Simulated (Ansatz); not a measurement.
# TaH+ (quartet): wave-function methods side by side at distance Ta1–H2 = 4.617 Å, def2-TZVP

Aim: climb from Hartree-Fock through coupled cluster and multireference methods for TaH+ (quartet) at one geometry and basis, and see what each rung misses.

The runs use Ansatz 0.2.0, Gaussian basis; def2-TZVP, core rule «outside noble gas», up to 4 orbitals frozen.

Plan: UHF; CCSD(T) on ROHF; CCSD(T) on UHF; CISD; CCSDT(Q) on UHF; CASSCF and MRCISD+Q, 5 electrons in 5 orbitals; CASSCF and NEVPT2, 5 electrons in 5 orbitals; Full CI.

34 further runs of the same task are left out: 25 for a known fault of the program, 8 that didn't finish, 1 set aside as unsound or not needed.

## 1. The system

The geometry derives from a PBE0/def2-TZVP stationary point (not a proven minimum). One bond is set to the value named and the two fragments are kept rigid. No spin-orbit coupling is included. Elements past krypton take def2 core potentials.

2 atoms, charge 1, spin multiplicity 4.

Atoms are counted from 1 here; the program's logs count them from 0.

No contacts short enough for the rule that draws bonds.

## 2. UHF

Input file in.yaml:

```yaml
crystal:
  periodic: [false, false, false]
  atoms:
    - {symbol: Ta, position_ang: [0.000000, 0.000000, 0.000000]}
    - {symbol: H, position_ang: [0.000000, 0.000000, 4.617000]}
basis:
  gaussian: {orbitals: def2-TZVP}
total_charge: 1
magnetization: {spin_polarized: true, initial_magnetization: 3}
hamiltonian: {xc: hf}
output: {orbitals: {seedname: orbitals}}
```

The run is started by

```console
ansatz run in.yaml --threads 1 --pin off --events-out ev --progress --plain --max-ram 2393MiB
```

The runs that follow: CCSD(T) on ROHF; CCSD(T) on UHF; CISD; CCSDT(Q) on UHF; CASSCF and MRCISD+Q, 5 electrons in 5 orbitals; CASSCF and NEVPT2, 5 electrons in 5 orbitals; Full CI.

**Question.** What will the summary of the whole plan be? Wanted: FCI below the RHF energy; RMP2 from FCI; RCCSD from FCI; RCCSD(T) from FCI; NEVPT2 pair from FCI; MRCISD+Q pair from FCI; T1 diagnostic; effectively unpaired electrons.

As calculated:

| quantity | value |
| --- | --- |
| FCI below the RHF energy | -2.1375 eV |
| RMP2 from FCI | +1963.4 meV |
| RCCSD from FCI | -58.4 meV |
| RCCSD(T) from FCI | -86.1 meV |
| NEVPT2 pair from FCI | +194.5 meV |
| MRCISD+Q pair from FCI | -76.0 meV |
| levels within 1 kcal/mol (43 meV) | none |
| T1 diagnostic | 0.443 |
| effectively unpaired electrons | 5.00 |

What this shows: RCCSD(T) lands -86.1 meV from the yardstick (4.0 % of the correlation energy). RCCSD, RCCSD(T), MRCISD pair, MRCISD+Q pair fall below full CI, which methods that aren't variational can do. The occupations show strong static correlation (5.0 unpaired electrons where one determinant has 3). Coupled cluster on one determinant still stays close here. Of the multireference levels listed MRCISD+Q pair comes nearest in total energy (-76.0 meV), which doesn't show that its space is the better one. Coupled cluster took another determinant than the lowest Hartree-Fock one. These misses are within one basis, not against nature.
